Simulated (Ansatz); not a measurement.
# HF/cc-pVDZ run of Si2H5ClO2 (SMILES O[SiH2][SiH](O)Cl)

Aim: the energy change on altering one bond length of Si2H5ClO2 at HF/cc-pVDZ, from 2 runs. 

The calculation is run with Ansatz 0.2.0.

45 further runs of the same task are left out: 45 set aside as unsound or not needed.

## Step 1: The molecule

The species is Si2H5ClO2 (10 atoms), meant as a singlet with charge 0. SMILES: `O[SiH2][SiH](O)Cl`. Geometry: relaxed at PBE0-D4/def2-TZVP. This is one conformer, not always the lowest.

Bond lengths: O1–Si2 1.650 Å, Si2–Si3 2.348 Å, Si3–O4 1.649 Å, Si3–Cl5 2.066 Å, O1–H6 0.960 Å, Si2–H7 1.491 Å, Si2–H8 1.483 Å, Si3–H9 1.486 Å, O4–H10 0.960 Å. Some angles: O1–Si2–Si3 106.6°, Si2–Si3–O4 101.2°, Si2–Si3–Cl5 111.9°, O4–Si3–Cl5 110.1°, O1–Si2–H7 111.9°, O1–Si2–H8 108.3°, Si3–Si2–H7 109.2°, Si3–Si2–H8 112.4°, Si2–O1–H6 115.5°, Si2–Si3–H9 117.8°.

## Step 2: A single-point energy at HF/cc-pVDZ

job.yaml

```yaml
crystal:
  periodic: [false, false, false]
  atoms:
    - symbol: O
      position_ang: [-0.930000, 0.870600, 1.737400]
    - symbol: Si
      position_ang: [-0.447400, 1.332200, 0.228900]
    - symbol: Si
      position_ang: [0.341100, -0.602400, -0.843800]
    - symbol: O
      position_ang: [0.842400, -1.502200, 0.443500]
    - symbol: Cl
      position_ang: [-1.163400, -1.590800, -1.857000]
    - symbol: H
      position_ang: [-0.481100, 0.102500, 2.098700]
    - symbol: H
      position_ang: [0.646000, 2.345000, 0.279800]
    - symbol: H
      position_ang: [-1.611200, 1.931000, -0.468100]
    - symbol: H
      position_ang: [1.430200, -0.446300, -1.842900]
    - symbol: H
      position_ang: [1.198600, -2.379200, 0.286500]
basis:
  gaussian: {orbitals: cc-pVDZ}
output: {orbitals: {seedname: orbitals}}
accuracy: high
hamiltonian: {xc: hf}
```

Started as:

```
$ ansatz run job.yaml --threads 1 --pin off --max-ram 2610MiB --events-out events.jsonl --progress --plain --runs-dir runs
```

Output:

```text
Warning: RAYON_NUM_THREADS=1 ignored (pool sized by the plan → 1); use --threads N
Functional definition: HF
  name "HF"
  exchange = exact_x
  correlation = 0
2472 factors; integrals over basis functions are off by at most 5.7e-9 eV
mean field evaluation 1: about -32381.1997 eV, gradient 4.4e1 eV
mean field evaluation 2: about -32381.2202 eV, gradient 4.4e1 eV
mean field evaluation 4: about -32385.3028 eV, gradient 3.1e0 eV
mean field evaluation 8: about -32385.3412 eV, gradient 1.0e-4 eV
mean field -32385.34116334 eV, -1190.1393361801 hartree, gradient 1.5e-8 eV, S^2 0.000000; 0 other end points of the search recorded, 0 dependent functions left out
reference -32385.34116334 eV, -1190.1393361801 hartree; 33, 33 occupied and 74, 74 virtual orbitals, 2472 factors
Total energy: -32385.34116334 eV, -1190.1393361801 hartree
```

Wall time 5.4 s (1 thread of Arm Neoverse V2, shared host); peak memory 0.39 GiB.

## Step 3: The distorted shape, same level

molecule.yaml

```yaml
basis:
  gaussian:
    orbitals: cc-pVDZ
crystal:
  periodic: [false, false, false]
  atoms:
    - {symbol: O, position_ang: [-1.289120, 1.485080, 1.448360]}
    - {symbol: Si, position_ang: [-0.806520, 1.946680, -0.060140]}
    - {symbol: Si, position_ang: [-0.018020, 0.012080, -1.132840]}
    - {symbol: O, position_ang: [0.483280, -0.887720, 0.154460]}
    - {symbol: Cl, position_ang: [-1.522520, -0.976320, -2.146040]}
    - {symbol: H, position_ang: [-0.481100, 0.102500, 2.098700]}
    - {symbol: H, position_ang: [0.286880, 2.959480, -0.009240]}
    - {symbol: H, position_ang: [-1.970320, 2.545480, -0.757140]}
    - {symbol: H, position_ang: [1.071080, 0.168180, -2.131940]}
    - {symbol: H, position_ang: [0.839480, -1.764720, -0.002540]}
hamiltonian:
  xc: hf
accuracy: high
output:
  orbitals: {seedname: orbitals}
```

Started as:

```
$ ansatz run molecule.yaml --threads 1 --pin off --max-ram 2610MiB --events-out events.jsonl --progress --plain --runs-dir runs
```

Output:

```text
Warning: RAYON_NUM_THREADS=1 ignored (pool sized by the plan → 1); use --threads N
Functional definition: HF
  name "HF"
  exchange = exact_x
  correlation = 0
2484 factors; integrals over basis functions are off by at most 9.4e-9 eV
mean field evaluation 1: about -32374.7812 eV, gradient 4.9e1 eV
mean field evaluation 2: about -32374.8490 eV, gradient 4.9e1 eV
mean field evaluation 4: about -32380.4631 eV, gradient 4.9e0 eV
mean field evaluation 8: about -32380.5932 eV, gradient 7.2e-1 eV
mean field evaluation 16: about -32380.5979 eV, gradient 3.2e-7 eV
mean field -32380.59786097 eV, -1189.9650230333 hartree, gradient 2.5e-8 eV, S^2 0.000000; 0 other end points of the search recorded, 0 dependent functions left out
reference -32380.59786097 eV, -1189.9650230333 hartree; 33, 33 occupied and 74, 74 virtual orbitals, 2484 factors
Total energy: -32380.59786097 eV, -1189.9650230333 hartree
```

Run time: 5.7 s. Hardware: 1 thread of Arm Neoverse V2, shared host; peak memory 0.38 GiB.

## Step 4: What came out

At HF/cc-pVDZ:

```
                                                         quantity           value
                                        first shape: total energy  -1190.13934 Eh
                                         first shape: HOMO energy       -10.79 eV
                                         first shape: LUMO energy         2.94 eV
                                       first shape: HOMO–LUMO gap        13.73 eV
                                    distorted shape: total energy  -1189.96502 Eh
                                     distorted shape: HOMO energy       -10.48 eV
                                     distorted shape: LUMO energy         0.17 eV
                                   distorted shape: HOMO–LUMO gap        10.65 eV
energy change with the O1–H6 bond stretched from 0.960 to 1.728 Å        4.743 eV
```

With the O1–H6 bond stretched from 0.960 to 1.728 Å the energy rises by 4.74 eV (109 kcal/mol). The first shape isn't relaxed at this level, so the change isn't measured from a minimum. A restricted reference can't describe the breaking bond well at this length.
